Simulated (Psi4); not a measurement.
# Two attempts at [C3H4FO3]− (SMILES O=C([O-])O.C=CF)

Aim: the interaction energy of [C3H4FO3]− at SCAN-D3(BJ)/STO-3G (density fitting, counterpoise nocp, fragments set).

Program for the calculation: Psi4 1.11.

6 further runs of the same task are left out: 1 that didn't finish, 5 set aside as unsound or not needed.

## 1. Starting point

[C3H4FO3]− has 11 atoms, charge -1, and is taken as a singlet. SMILES: `O=C([O-])O.C=CF`.

Bond lengths: O1–C2 1.247 Å, C2–O3 1.231 Å, C2–O4 1.429 Å, C6–C7 1.316 Å, C7–F8 1.336 Å, O4–H5 0.962 Å, C6–H9 1.082 Å, C6–H10 1.081 Å, C7–H11 1.084 Å. Angles: O1–C2–O3 132.2°, O1–C2–O4 113.6°, O3–C2–O4 114.3°, C6–C7–F8 122.3°, C2–O4–H5 101.8°, C6–C7–H11 125.7°, F8–C7–H11 112.0°, C7–C6–H9 121.6°, C7–C6–H10 119.2°, H9–C6–H10 119.2°.

## 2. Try one

Contents of c3h4fo3.dat:

```
memory 1600 mb

molecule mol {
  -1 1
  O      0.160900    -1.120820    -0.668420
  C      0.199300    -0.303120     0.271780
  O      0.625100    -0.387720     1.423280
  O     -0.358100     0.971480    -0.056020
  H     -0.627200     0.840180    -0.970620
  --
  0 1
  C     -2.045140    -2.881160     0.964120
  C     -1.486140    -3.545570    -0.025410
  F     -1.813370    -4.808760    -0.313010
  H     -2.800880    -3.332440     1.593840
  H     -1.742360    -1.860730     1.152480
  H     -0.725390    -3.160820    -0.695490
  symmetry c1
  no_reorient
  no_com
}

set basis STO-3G
set guess pm3

energy("scan-d3(bj)", bsse_type='nocp')
```

Started as:

```
$ psi4 c3h4fo3.dat c3h4fo3.out -n 1
```

c3h4fo3.out:

```text
Psi4 1.11 release

RuntimeError:
Fatal Error: PM3 is not a valid choice

Printing out the relevant lines from the Psithon --> Python processed input file:
      no_reorient
      no_com
    ""","mol")
    core.IO.set_default_namespace("mol")
    core.set_global_option("BASIS", "STO-3G")
--> core.set_global_option("GUESS", "pm3")
    energy("scan-d3(bj)", bsse_type='nocp')

!----------------------------------------------------------------------------------!
!                                                                                  !
! Fatal Error: PM3 is not a valid choice                                           !
!                                                                                  !
!----------------------------------------------------------------------------------!

    Psi4 run time: 0:00:00.02
```

It took 1.4 s on 1 thread of Intel Xeon Platinum 8259CL at 2.50GHz (Skylake/Cascade Lake), shared host; peak memory 0.14 GiB.

## 3. Reading the log

The program refused the input.

The telling line is `Fatal Error: PM3 is not a valid choice`. The fault: an option has a value that the program doesn't accept.

## 4. Try two

Contents of job.inp:

```
memory 1600 mb

molecule mol {
  -1 1
  O      0.160900    -1.120820    -0.668420
  C      0.199300    -0.303120     0.271780
  O      0.625100    -0.387720     1.423280
  O     -0.358100     0.971480    -0.056020
  H     -0.627200     0.840180    -0.970620
  --
  0 1
  C     -2.045140    -2.881160     0.964120
  C     -1.486140    -3.545570    -0.025410
  F     -1.813370    -4.808760    -0.313010
  H     -2.800880    -3.332440     1.593840
  H     -1.742360    -1.860730     1.152480
  H     -0.725390    -3.160820    -0.695490
  symmetry c1
  no_reorient
  no_com
}

set {
  basis STO-3G
}

energy("scan-d3(bj)", bsse_type='nocp')
```

Started as:

```
$ psi4 job.inp job.out -n 1
```

job.out:

```text
[...]
  Running in c1 symmetry.
[...]
  Nuclear repulsion =  113.495534010708838
[...]
  Multiplicity = 1
[...]
  Nalpha       = 16
  Nbeta        = 16
[...]
    Number of basis functions: 21
[...]
   @DF-RKS iter   1:  -260.41249699253649   -8.45972e-01   2.32491e-02 DIIS/ADIIS
[...]
   @DF-RKS iter  13:  -435.94609832817144   -5.43071e-09   9.01675e-08 DIIS
[...]
    Orbital Energies [Eh]
    ---------------------
    Doubly Occupied:
       1A    -24.067050     2A    -18.380073     3A    -18.260375
       4A    -18.251183     5A     -9.749038     6A     -9.662973
       7A     -9.617019     8A     -0.957628     9A     -0.687560
      10A     -0.586782    11A     -0.545049    12A     -0.524246
      13A     -0.353809    14A     -0.255066    15A     -0.220401
      16A     -0.167238    17A     -0.156823    18A     -0.146120
      19A     -0.036803    20A     -0.018878    21A     -0.015252
      22A      0.008924    23A      0.012499    24A      0.073003
      25A      0.162565    26A      0.212734    27A      0.217893
      28A      0.244280
[...]
  @DF-RKS Final Energy:  -435.94609832817144
   => Energetics <=
    Nuclear Repulsion Energy =            277.6304705844262344
    One-Electron Energy =               -1168.0730976549507432
    Two-Electron Energy =                 509.2855511957122303
    DFT Exchange-Correlation Energy =     -54.7872876778334685
    Empirical Dispersion Energy =          -0.0017347755256537
    VV10 Nonlocal Energy =                  0.0000000000000000
    Total Energy =                       -435.9460983281714448
[...]
 Multipole Moments:
 ------------------------------------------------------------------------------------
     Multipole            Electronic (a.u.)      Nuclear  (a.u.)        Total (a.u.)
 ------------------------------------------------------------------------------------
 L = 1.  Multiply by 2.5417464519 to convert [e a0] to [Debye]
 Dipole X            :         73.0769358          -73.2927254           -0.2157896
 Dipole Y            :        181.7247605         -180.4088084            1.3159522
 Dipole Z            :        -21.9931386           21.0076696           -0.9854690
 Magnitude           :                                                    1.6581449
[...]
```

It took 28 s on 1 thread of Intel Xeon Platinum 8259CL at 2.50GHz (Skylake/Cascade Lake), shared host; peak memory 0.78 GiB.

## 5. Summary of results

At SCAN-D3(BJ)/STO-3G (density fitting, counterpoise nocp, fragments set):

```
          quantity          value
interaction energy  -29.47 kJ/mol
```
